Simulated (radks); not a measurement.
**Valence configurations of Ne⁺**

NIST gives [He] 2s2 2p5 as the ground configuration of Ne⁺. Does this level of theory agree? Several fillings of the valence shells are run.

The numbers are computed with radks (a radial shooting solver on a logarithmic mesh, Libxc functionals) version 1 (non-relativistic Kohn-Sham, TPSS, spin-polarised, spherical densities, point nucleus; open shells are filled with parallel spins first), except any that are marked as measured or tabulated.

### Step 1. The atom as given

| Property | Result |
| --- | --- |
| element | neon (Z = 10) |
| charge | +1 |
| electrons | 9 |
| configuration | [He] 2s2 2p5 |
| others tried | 2s1 2p6; 2s1.5 2p5.5 |

Outer shells as boxes (Hund's rule):

Ne⁺
```
[He] core
2s [↑↓]
2p [↑↓][↑↓][↑ ]
```

### Step 2. [He] 2s2 2p5

Settings of this run:

```text
Z 10
configuration [He] 2s2 2p5
relativity non-relativistic
functional tpss,tpss
spin polarised
nucleus point
```

### Step 3. [He] 2s1 2p6

Settings of this run:

```text
Z 10
configuration [He] 2s1 2p6
relativity non-relativistic
functional tpss,tpss
spin polarised
nucleus point
```

### Step 4. [He] 2s1.5 2p5.5

Settings of this run:

```text
Z 10
configuration [He] 2s1.5 2p5.5
relativity non-relativistic
functional tpss,tpss
spin polarised
nucleus point
```

What does the calculation give? Wanted: for each run, valence; E − E(NIST configuration); moment; highest level; its energy; 1s shift.

The runs gave:

| valence | E − E(NIST configuration) (eV) | moment (μB) | highest level | its energy (eV) | 1s shift (eV) |
| --- | --- | --- | --- | --- | --- |
| 2s2 2p5 | 0.000 | 1 | 2p down | -31.281 | +0.00 |
| 2s1.5 2p5.5 | 11.915 | 1 | 2p down | -31.365 | -0.07 |
| 2s1 2p6 | 23.752 | 1 | 2p down | -31.423 | -0.14 |

In words: Theory agrees with NIST among these: the next, 2s1.5 2p5.5, lies 11.915 eV higher. The energies are those of spherical high-spin densities, not of single terms. The 1s eigenvalue shifts by up to 0.14 eV as the valence charge is rearranged.
